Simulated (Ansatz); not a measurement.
## Hf2Pd2Se2Br2O3 under changes of volume

One of the cells (22.587 Å³/atom); the others are scaled copies at fixed shape and fractional positions:

```xyz
11
Lattice="-1.8923 2.6721 12.2842 1.8923 -2.6721 12.2842 1.8923 2.6721 -12.2842" Properties=species:S:1:pos:R:3 pbc="T T T"
Hf    0.0000    0.0000   22.6263
Hf    0.0000    0.0000    1.9421
Pd    0.0000    0.0000   16.7881
Pd    0.0000    0.0000    7.7803
Se    0.0000    2.6721    2.8934
Se    1.8923    0.0000    9.3908
Br    0.0000    0.0000   19.3256
Br    0.0000    0.0000    5.2429
O     0.0000    2.6721    9.8571
O     1.8923    0.0000    2.4271
O     0.0000    0.0000    0.0000
```

The cell was built by a generator and needn't be a form met in nature.

- Program: Ansatz 0.2.0
- Functional: PBE
- Potentials or basis: Ansatz PAW
- Cutoff: 420 eV (not typed: the program's choice for these potentials)
- k mesh: 9 × 9 × 9
- Occupations: fermi-dirac, width 0.05 eV
- Spin: no spin polarisation

| volume (Å³/atom) | energy over the lowest point (meV/atom) | pressure (GPa) | largest force (eV/Å) |
| --- | --- | --- | --- |
| 21.232 | ? | ? | ? |
| 21.683 | 10.43 | 3.9 | 0.370 |
| 22.135 | 2.48 | 1.8 | 0.180 |
| 22.587 | 0.00 | 0.0 | 0.009 |
| 23.039 | 2.44 | -1.6 | 0.159 |
| 23.490 | 9.29 | -3.1 | 0.310 |
| 23.942 | 20.08 | -4.4 | 0.449 |

Problem. What does the run at 21.232 Å³/atom give?

Solution. Energy over the lowest point 24.50 meV/atom; pressure 6.2 GPa; largest force 0.577 eV/Å.

Worked out: A Birch-Murnaghan fit of order 3 (a polynomial in V^(-2/3)) to the other rows has its minimum at 22.58 Å³/atom with B0 = V·E''(V) = 87 GPa and B' = 4.4 at fixed shape and positions, which overstates the stiffness. It gives 24.47 meV/atom at 21.232 Å³/atom, against the run's 24.50, and -dE/dV = 6.2 GPa, against 6.2.

Energies are extrapolated to zero smearing.
